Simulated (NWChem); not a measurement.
# CH5CuO (SMILES [CH3][Cu-][OH2+]): levels of theory compared

Aim: a comparison of 4 runs (HF/3-21G, HF/def2-TZVP, B3LYP/6-31G*) of CH5CuO. 

The calculation is run with NWChem 7.3.0.

1 further run of the same task is left out (it didn't finish).

## (1) The molecule

CH5CuO: 8 atoms, total charge 0, spin state singlet. As SMILES, `[CH3][Cu-][OH2+]`. The shape comes from GFN2-xTB, which is rough for such elements, and wasn't checked as a minimum. This is one conformer, not always the lowest.

Bond lengths: C1–Cu2 1.928 Å, Cu2–O3 1.917 Å, C1–H4 1.093 Å, C1–H5 1.092 Å, C1–H6 1.092 Å, O3–H7 0.971 Å, O3–H8 0.971 Å. Angles: C1–Cu2–O3 179.8°, Cu2–C1–H4 114.0°, Cu2–C1–H5 113.6°, Cu2–C1–H6 113.0°, Cu2–O3–H7 101.5°, Cu2–O3–H8 101.4°, H4–C1–H5 105.1°, H4–C1–H6 105.1°, H5–C1–H6 105.1°, H7–O3–H8 109.2°.

## (2) Energy and forces at HF/3-21G (run 1)

File run.py:

```python
from ase import Atoms
from ase.calculators.nwchem import NWChem

atoms = Atoms(['C', 'Cu', 'O', 'H', 'H', 'H', 'H', 'H'], positions=[
    [-0.731450, 1.309860, -0.472690],
    [0.282800, -0.256510, 0.010690],
    [1.294540, -1.814490, 0.485030],
    [-1.299630, 1.744680, 0.352980],
    [-1.466260, 1.129400, -1.260100],
    [-0.107130, 2.123210, -0.847670],
    [1.364750, -1.712960, 1.448100],
    [0.662390, -2.523190, 0.283660],
])

calc = NWChem(
    label='sp',
    theory='scf',
    memory='2200 mb',
    basis='3-21G',
    basispar='spherical bse',
    scf={'nopen': '0', 'rhf': None, 'thresh': '1e-08', 'maxiter': '80', 'print': 'low'},
)
atoms.calc = calc

forces = atoms.get_forces()
print("Total energy (eV):", round(atoms.get_potential_energy(), 6))
print("forces (eV/A):")
for s, f in zip(atoms.symbols, forces):
    print(f"{s:2s} {f[0]:10.5f} {f[1]:10.5f} {f[2]:10.5f}")
```

Command:

```console
$ export ASE_NWCHEM_COMMAND="nwchem PREFIX.nwi > PREFIX.nwo"
$ python run.py
```

What it wrote:

```text
Total energy (eV): -47503.740376
forces (eV/A):
C     0.56605   -0.99291    0.37759
Cu   -0.18018    0.80810   -0.46146
O    -1.26889    1.15689   -0.02792
H     0.08613   -0.14357    0.03209
H     0.05559   -0.13051    0.02124
H     0.10994   -0.06855    0.01126
H     0.36366   -0.25984    0.10027
H     0.26765   -0.36957   -0.05312
```

The calculator wrote sp.nwi:

```
title "sp"

permanent_dir sp

scratch_dir sp

start sp

geometry units angstrom nocenter noautosym noautoz
  C  -7.3145000000000004e-01 1.3098600000000000e+00 -4.7269000000000000e-01
  Cu 2.8280000000000000e-01 -2.5651000000000002e-01 1.0690000000000000e-02
  O  1.2945400000000000e+00 -1.8144899999999999e+00 4.8503000000000002e-01
  H  -1.2996300000000001e+00 1.7446800000000000e+00 3.5298000000000002e-01
  H  -1.4662599999999999e+00 1.1294000000000000e+00 -1.2601000000000000e+00
  H  -1.0713000000000000e-01 2.1232099999999998e+00 -8.4767000000000003e-01
  H  1.3647499999999999e+00 -1.7129600000000000e+00 1.4480999999999999e+00
  H  6.6239000000000003e-01 -2.5231900000000000e+00 2.8366000000000002e-01
end

memory 2200 mb

basis spherical bse noprint
   * library 3-21G
end

scf
  nopen 0
  rhf
  thresh 1e-08
  maxiter 80
  print low
end

task scf gradient
```

sp.nwo:

```text
Northwest Computational Chemistry Package (NWChem) 7.3.0
             --------------------------------------------------------

           Job information
           ---------------

    nwchem branch   = 7.3.0
    use scalapack   = T
    input           = sp.nwi
    prefix          = sp.
    data base       = sp/sp.db
    status          = startup
    nproc           =        1

           Memory information
           ------------------

    heap     =     72089598 doubles =      550.0 Mbytes
    stack    =     72089595 doubles =      550.0 Mbytes
    global   =    144179200 doubles =     1100.0 Mbytes (distinct from heap & stack)
    total    =    288358393 doubles =     2200.0 Mbytes
    verify   = yes
    hardfail = no

[... 38 lines left out ...]
            Nuclear Dipole moment (a.u.)
[... 71 lines left out ...]
       Final RHF  results
       ------------------

         Total SCF energy =  -1745.730273856819
      One-electron energy =  -2782.183388729658
      Two-electron energy =    863.063505085988
 Nuclear repulsion energy =    173.389609786851

        Time for solution =      3.4s

                              NWChem Gradients Module
                              -----------------------

                         RHF ENERGY GRADIENTS

    atom               coordinates                        gradient
                 x          y          z           x          y          z
   1 C      -1.382240   2.475276  -0.893255   -0.011008   0.019309  -0.007343
   2 Cu      0.534415  -0.484734   0.020201    0.003504  -0.015715   0.008974
   3 O       2.446326  -3.428889   0.916574    0.024676  -0.022498   0.000543
[... 4 lines of this table left out ...]
   8 H       1.251736  -4.768138   0.536040   -0.005205   0.007187   0.001033

 Task  times  cpu:        4.3s     wall:        4.3s
 Total times  cpu:        4.3s     wall:        4.3s
```

It took 5.7 s on 1 thread of AMD EPYC 9R14 (Zen 4), shared host; peak memory 0.097 GiB.

## (3) Energy and forces at HF/def2-TZVP (run 2)

Changes to run.py since step 2:

```diff
@@ -15,8 +15,8 @@
 calc = NWChem(
-    label='sp',
+    label='calc',
     theory='scf',
     memory='2200 mb',
-    basis='3-21G',
+    basis='def2-TZVP',
     basispar='spherical bse',
-    scf={'nopen': '0', 'rhf': None, 'thresh': '1e-08', 'maxiter': '80', 'print': 'low'},
+    scf={'nopen': '0', 'rhf': None, 'thresh': '1e-08', 'maxiter': '80'},
 )
@@ -25,3 +25,4 @@
 forces = atoms.get_forces()
-print("Total energy (eV):", round(atoms.get_potential_energy(), 6))
+e = atoms.get_potential_energy()
+print(f"E = {e:.6f} eV")
 print("forces (eV/A):")
@@ -29 +30,2 @@
     print(f"{s:2s} {f[0]:10.5f} {f[1]:10.5f} {f[2]:10.5f}")
+print("dipole (e A):", atoms.get_dipole_moment().round(4))
```

Command:

```console
$ export ASE_NWCHEM_COMMAND="nwchem PREFIX.nwi > PREFIX.nwo"
$ python run.py
```

What it wrote:

```text
E = -47744.931025 eV
forces (eV/A):
C    -0.61007    0.84744   -0.20353
Cu   -0.28004    0.85304   -0.43153
O    -0.39950   -1.40490    1.23074
H     0.07708   -0.13390    0.05101
H     0.06921   -0.15504    0.02386
H     0.12964   -0.12640    0.03327
H    -0.04499   -0.57701   -1.27023
H     1.05863    0.69682    0.56636
dipole (e A): [ 0.3864 -1.1208  0.5489]
```

The calculator wrote calc.nwi:

```
title "calc"

permanent_dir calc

scratch_dir calc

start calc

geometry units angstrom nocenter noautosym noautoz
  C  -7.3145000000000004e-01 1.3098600000000000e+00 -4.7269000000000000e-01
  Cu 2.8280000000000000e-01 -2.5651000000000002e-01 1.0690000000000000e-02
  O  1.2945400000000000e+00 -1.8144899999999999e+00 4.8503000000000002e-01
  H  -1.2996300000000001e+00 1.7446800000000000e+00 3.5298000000000002e-01
  H  -1.4662599999999999e+00 1.1294000000000000e+00 -1.2601000000000000e+00
  H  -1.0713000000000000e-01 2.1232099999999998e+00 -8.4767000000000003e-01
  H  1.3647499999999999e+00 -1.7129600000000000e+00 1.4480999999999999e+00
  H  6.6239000000000003e-01 -2.5231900000000000e+00 2.8366000000000002e-01
end

memory 2200 mb

basis spherical bse noprint
   * library def2-TZVP
end

scf
  nopen 0
  rhf
  thresh 1e-08
  maxiter 80
end

task scf gradient
```

calc.nwo:

```text
Northwest Computational Chemistry Package (NWChem) 7.3.0
             --------------------------------------------------------

           Job information
           ---------------

    nwchem branch   = 7.3.0
    use scalapack   = T
    input           = calc.nwi
    prefix          = calc.
    data base       = calc/calc.db
    status          = startup
    nproc           =        1

           Memory information
           ------------------

    heap     =     72089598 doubles =      550.0 Mbytes
    stack    =     72089595 doubles =      550.0 Mbytes
    global   =    144179200 doubles =     1100.0 Mbytes (distinct from heap & stack)
    total    =    288358393 doubles =     2200.0 Mbytes
    verify   = yes
    hardfail = no

[... 136 lines left out ...]
 Convergence threshold     :          1.000E-08
[... 14 lines left out ...]
       Final RHF  results
[... 3 lines left out ...]
      One-electron energy =  -2793.656545900053
[... 1 line left out ...]
 Nuclear repulsion energy =    173.389609786851
[... 42 lines left out ...]
                       ROHF Final Molecular Orbital Analysis
[... 278 lines left out ...]
                         RHF ENERGY GRADIENTS

    atom               coordinates                        gradient
                 x          y          z           x          y          z
   1 C      -1.382240   2.475276  -0.893255    0.011864  -0.016480   0.003958
   2 Cu      0.534415  -0.484734   0.020201    0.005446  -0.016589   0.008392
   3 O       2.446326  -3.428889   0.916574    0.007769   0.027321  -0.023934
[... 4 lines of this table left out ...]
   8 H       1.251736  -4.768138   0.536040   -0.020587  -0.013551  -0.011014

                 ----------------------------------------
                 |  Time  |  1-e(secs)   |  2-e(secs)   |
                 ----------------------------------------
                 |  CPU   |       0.01   |      17.79   |
                 ----------------------------------------
                 |  WALL  |       0.01   |      17.79   |
                 ----------------------------------------

 Task  times  cpu:       86.5s     wall:       86.5s
 Total times  cpu:       86.5s     wall:       86.5s
```

It took 88 s on 1 thread of AMD EPYC 9R14 (Zen 4), shared host; peak memory 0.12 GiB.

Run 3 isn't shown in full; the table further down has it.

## (4) Energy and forces at B3LYP/6-31G(d) (Cartesian functions) (run 4)

File sp.nw:

```
echo
start sp
title "CH5CuO B3LYP"
memory stack 880 mb heap 220 mb global 1100 mb

geometry noautosym nocenter noautoz
 C       -0.731450       1.309860      -0.472690
 Cu       0.282800      -0.256510       0.010690
 O        1.294540      -1.814490       0.485030
 H       -1.299630       1.744680       0.352980
 H       -1.466260       1.129400      -1.260100
 H       -0.107130       2.123210      -0.847670
 H        1.364750      -1.712960       1.448100
 H        0.662390      -2.523190       0.283660
end

basis
 * library 6-31G*
end

dft
 xc b3lyp
 grid xfine
 convergence energy 1e-08
 iterations 100
 mulliken
end

task dft gradient
```

Command:

```console
$ nwchem sp.nw > sp.out
```

What it wrote:

```text
[...]
          Wavefunction type:  closed shell.
          No. of atoms     :     8
          No. of electrons :    48
[...]
          Charge           :     0
          Spin multiplicity:     1
[...]
          AO basis - number of functions:    79
[...]
              XC Information
              --------------
                         B3LYP Method XC Potential
                     Hartree-Fock (Exact) Exchange  0.200
                        Slater Exchange Functional  0.800 local
                    Becke 1988 Exchange Functional  0.720 non-local
              Lee-Yang-Parr Correlation Functional  0.810
                  VWN I RPA Correlation Functional  0.190 local
[...]
 d= 0,ls=0.0,diis     1  -1756.3700354187 -1.93D+03  1.81D-01  2.88D+00     2.8
[...]
 d= 0,ls=0.0,diis    13  -1756.5859694754 -3.04D-09  6.28D-07  2.62D-09    28.3
         Total DFT energy =    -1756.585969475423
      One electron energy =    -2791.400266151379
           Coulomb energy =      944.579417754968
    Exchange-Corr. energy =      -83.154730865864
 Nuclear repulsion energy =      173.389609786851
[...]
      Total Density - Mulliken Population Analysis
     ---------------------------------------------
    Atom       Charge   Shell Charges
 -----------   ------   -------------------------------------------------------
    1 C    6     6.77   1.99  0.66  2.08  0.75  1.26  0.03
    2 Cu  29    28.81   2.00  2.00  6.00  1.97  5.99  0.54  0.12  0.62  0.10  6.20  3.24  0.04
    3 O    8     8.74   1.99  0.90  2.95  0.94  1.90  0.05
    4 H    1     0.87   0.52  0.34
    5 H    1     0.86   0.52  0.34
    6 H    1     0.86   0.52  0.34
    7 H    1     0.55   0.46  0.09
    8 H    1     0.55   0.46  0.09
[...]
  wavefunction    = closed shell
                         DFT ENERGY GRADIENTS
    atom               coordinates                        gradient
                 x          y          z           x          y          z
   1 C      -1.382240   2.475276  -0.893255   -0.012765   0.020665  -0.007283
   2 Cu      0.534415  -0.484734   0.020201    0.011654  -0.022047   0.008479
   3 O       2.446326  -3.428889   0.916574   -0.000838  -0.013227   0.009476
   4 H      -2.455945   3.296967   0.667035    0.001656   0.000454  -0.005799
   5 H      -2.770830   2.134257  -2.381244    0.003015   0.004080   0.004079
   6 H      -0.202446   4.012285  -1.601864   -0.006069  -0.002645   0.001718
   7 H       2.579004  -3.237025   2.736512    0.001395   0.006043  -0.005755
   8 H       1.251736  -4.768138   0.536040    0.001950   0.006677  -0.004915
[...]
```

Wall time 37 s (1 thread of AMD EPYC 9R14 (Zen 4), shared host); peak memory 0.15 GiB.

## (5) The series

| run | level | iteration cap | module | energy (Eh) | largest force (eV/Å) | wall time |
| --- | --- | --- | --- | --- | --- | --- |
| 1 | HF/3-21G | 80 | scf | -1745.730274 | 1.717 | 5.7 s |
| 2 | HF/def2-TZVP | 80 | scf | -1754.593867 | 1.910 | 88 s |
| 3 | B3LYP/6-31G* (spherical functions) | 100 | dft | -1756.578474 | 1.369 | 37 s |
| 4 | B3LYP/6-31G* (Cartesian functions) | 100 | dft | -1756.585969 | 1.354 | 37 s |

## (6) Outcome

| quantity | value |
| --- | --- |
| run 4: total energy | -1756.58597 Eh |
| run 4: dipole moment | 4.82 D |
| run 4: HOMO energy | -5.02 eV |
| run 4: LUMO energy | -0.78 eV |
| run 4: HOMO–LUMO gap | 4.25 eV |
| run 4: largest force on an atom | 1.354 eV/Å |

What this shows: Over runs 2, 3, 4 the dipole moment (its size) runs from 4.81 D (B3LYP/6-31G*) to 6.27 D (HF/def2-TZVP). The two ends differ in method and basis. Over runs 2, 3, 4 the HOMO–LUMO gap runs from 4.25 eV (B3LYP/6-31G*) to 9.69 eV (HF/def2-TZVP). All runs together took 2.8 min, the longest 88 s.
